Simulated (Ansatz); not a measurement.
# CH5AlBClGe: one species, many methods

How much do the methods differ for CH5AlBClGe? The plan is to run it at one geometry with functionals of several rungs and with coupled cluster, and see how far each lands from CCSD(T) at the basis-set limit for the atomisation energy.

Program: Ansatz 0.2.0, Gaussian basis. Level of theory: functionals in def2-TZVPP, the program's frozen cores in correlated methods. These are calculated values, not measurements.

The runs, in order: LDA (SPW92), PBE-D4, revPBE-D4, BLYP-D4, r2SCAN-D4, B97M-V, PBE0-D4, B3LYP-D4, r2SCANh-D4, r2SCAN0-D4, HSE06-D4, BHLYP-D4, CAM-B3LYP-D4, LC-ωPBE, ωB97X-V, ωB97M-V, B2PLYP, PBE-QIDH; CCSD(T)/def2-SVP; CCSD(T)/def2-TZVPP; MP2/def2-QZVPP; extrapolation to the limit; RPA on PBE.

### 1 The relaxed structure

An earlier PBE0-D4 in a triple-zeta def2 set relaxation fixed the geometry.

SMILES `C[B]1[GeH2][Al]1[Cl]`, 10 atoms, charge 0, spin multiplicity 1.

Atoms are counted from 1 here; the program's logs count them from 0.

Bond lengths: C1–B2 1.565 Å, C1–H6 1.094 Å, C1–H7 1.094 Å, C1–H8 1.095 Å, B2–Ge3 2.087 Å, B2–Al4 2.063 Å, Ge3–Al4 2.413 Å, Ge3–H9 1.567 Å, Ge3–H10 1.756 Å, Al4–Cl5 2.097 Å. Angles: B2–C1–H6 112.3°, B2–C1–H7 110.2°, B2–C1–H8 111.9°, H6–C1–H7 107.8°, H6–C1–H8 107.7°, H7–C1–H8 106.7°, C1–B2–Ge3 143.0°, C1–B2–Al4 145.1°, Ge3–B2–Al4 71.1°, B2–Ge3–Al4 54.0°, B2–Ge3–H9 119.3°, B2–Ge3–H10 40.2°, Al4–Ge3–H9 171.9°, Al4–Ge3–H10 71.8°, H9–Ge3–H10 100.2°, B2–Al4–Ge3 54.9°, B2–Al4–Cl5 156.2°, Ge3–Al4–Cl5 134.3°.

### 2 LDA

This LDA is Slater exchange with PW92 correlation.

The input, in.yaml:

```yaml
crystal:
  periodic: [false, false, false]
  atoms:
    - {symbol: C, position_ang: [-1.002411, -1.303559, 0.166144]}
    - {symbol: B, position_ang: [-0.069696, -0.070963, -0.079319]}
    - {symbol: Ge, position_ang: [1.492573, 1.031106, 0.758175]}
    - {symbol: Al, position_ang: [0.206865, 1.646874, -1.188380]}
    - {symbol: Cl, position_ang: [-0.336099, 3.470517, -2.069047]}
    - {symbol: H, position_ang: [-0.693240, -1.891967, 1.035300]}
    - {symbol: H, position_ang: [-2.030558, -0.971287, 0.336643]}
    - {symbol: H, position_ang: [-1.027658, -1.974379, -0.698458]}
    - {symbol: H, position_ang: [2.305360, 0.423713, 1.952264]}
    - {symbol: H, position_ang: [1.238163, -0.411156, -0.210522]}
basis:
  gaussian: {orbitals: def2-TZVPP}
hamiltonian: {xc: lda}
output: {orbitals: {seedname: orbitals}}
```

Run with:

```
$ ansatz run in.yaml --threads 4 --pin off --events-out ev --progress --plain --max-ram 10444MiB
```

Further steps of the session: PBE-D4 (GGA); revPBE-D4 (GGA); BLYP-D4 (GGA); r2SCAN-D4 (meta-GGA); B97M-V (meta-GGA); PBE0-D4 (hybrid); B3LYP-D4 (hybrid); r2SCANh-D4 (hybrid); r2SCAN0-D4 (hybrid); HSE06-D4 (hybrid); BHLYP-D4 (hybrid); CAM-B3LYP-D4 (range-separated); LC-ωPBE (range-separated); ωB97X-V (range-separated); ωB97M-V (range-separated); B2PLYP (double hybrid); PBE-QIDH (double hybrid); CCSD(T) in def2-SVP; CCSD(T) in def2-TZVPP; MP2 in def2-QZVPP; RPA on PBE orbitals.

Q: Predict the results of all the runs planned. Wanted: atomisation energy, CCSD(T)/CBS; farthest beyond LDA; mean size of error, GGA; mean size of error, meta-GGA; mean size of error, hybrid; mean size of error, range-separated; mean size of error, double hybrid; gap, smallest and largest; T1 diagnostic.

**Answer**, as computed:

| quantity | value |
| --- | --- |
| atomisation energy, CCSD(T)/CBS | 3198.9 kJ/mol |
| functionals within 32.0 kJ/mol (1.0 %) | revPBE-D4, PBE0-D4, B3LYP-D4, r2SCANh-D4, r2SCAN0-D4, HSE06-D4, CAM-B3LYP-D4, LC-ωPBE, ωB97X-V, ωB97M-V, PBE-QIDH |
| farthest beyond LDA | BHLYP-D4 (-99.7 kJ/mol) |
| mean size of error, GGA | 42.8 kJ/mol |
| mean size of error, meta-GGA | 54.0 kJ/mol |
| mean size of error, hybrid | 33.1 kJ/mol |
| mean size of error, range-separated | 17.8 kJ/mol |
| mean size of error, double hybrid | 28.1 kJ/mol |
| gap, smallest and largest | 2.96 eV (LDA (SPW92)), 9.09 eV (LC-ωPBE) |
| T1 diagnostic | 0.0125 |
| triples share of the correlation energy | 4.5 % |

LDA overbinds by 463.6 kJ/mol (14 %). PBE-D4 is off by +62.2 kJ/mol. Double hybrids carry the basis error of their MP2 part in triple zeta, and no dispersion term here, so their miss is partly the set-up's. The rungs range-separated, double hybrid miss on average by less than the doubt on the reference (32.0 kJ/mol), so they tie. The reference freezes the cores and leaves out relativity and excitations past (T), and its outer-core shells are covered unevenly, so misses under about 32.0 kJ/mol can't be ranked. Hartree-Fock recovers 73 % of the binding; the rest is correlation. CCSD(T) in def2-SVP is off by -179.6 kJ/mol, more than most functionals: a good method in a small basis is no reference. Orbital gaps span 3.0 to 9.1 eV; exact exchange widens them. Correlated methods include outer-core shells of Ge, which these sets cover unevenly.
